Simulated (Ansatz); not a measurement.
The system is TaVN2.

```xyz
4
Lattice="3.0499 0.0000 0.0000 0.0000 3.0499 0.0000 0.0000 0.0000 4.2961" Properties=species:S:1:pos:R:3 pbc="T T T"
Ta    0.0000    0.0000    0.0000
V     1.5249    1.5249    2.1480
N     1.5249    1.5249    0.0000
N     0.0000    0.0000    2.1480
```

The cell comes from a database or a generator and needn't be the stable form of this composition.

| Quantity | Value |
| --- | --- |
| Program | Ansatz 0.2.0 |
| Task | single point |
| Functional | PBE |
| Potentials or basis | Ansatz PAW |
| Cutoff | 420 eV (not typed: the program's choice for these potentials) |
| k mesh | 9 × 9 × 6 |
| Occupations | fermi-dirac, width 0.05 eV |
| Spin | collinear spin, ferromagnetic start |
| Starting moments | [0.0, 2.0, 0.0, 0.0] μB |

On this cell: pressure -0.8 GPa; largest force under 0.003 eV/Å; net moment 1.14 μB per cell; site moments Ta -0.03; V +0.94; N +0.02, +0.03 μB; band gap on the k mesh none (metal or under the smearing width).

The same run follows on a disturbed copy (atoms moved at random, drawn with an rms of 0.05 Å):

```
Ta V N
1.0
     3.04987    0.00000    0.00000
     0.00000    3.04987    0.00000
     0.00000    0.00000    4.29606
Ta V N
1 1 2
Direct
  0.99986 0.97620 0.00191
  0.49848 0.49410 0.49255
  0.49236 0.50189 0.00492
  0.00716 0.00028 0.49003
```

What does the disturbed cell give?

The energy (extrapolated to zero smearing) moves by +17.7 meV/atom; pressure 0.5 GPa; largest force 1.099 eV/Å; net moment 1.13 μB per cell; site moments Ta -0.03; V +0.91; N +0.02 μB; band gap on the k mesh none (metal or under the smearing width).

Forces on the atoms (eV/Å):
```
Ta  -0.253  0.949 -0.494
V    0.143  0.093  0.461
N    0.306 -0.901 -0.547
N   -0.195 -0.141  0.580
```

Stress tensor (GPa, compression positive):
```
 0.84 -0.38  0.01
-0.38  0.52  0.04
 0.01  0.04  0.11
```
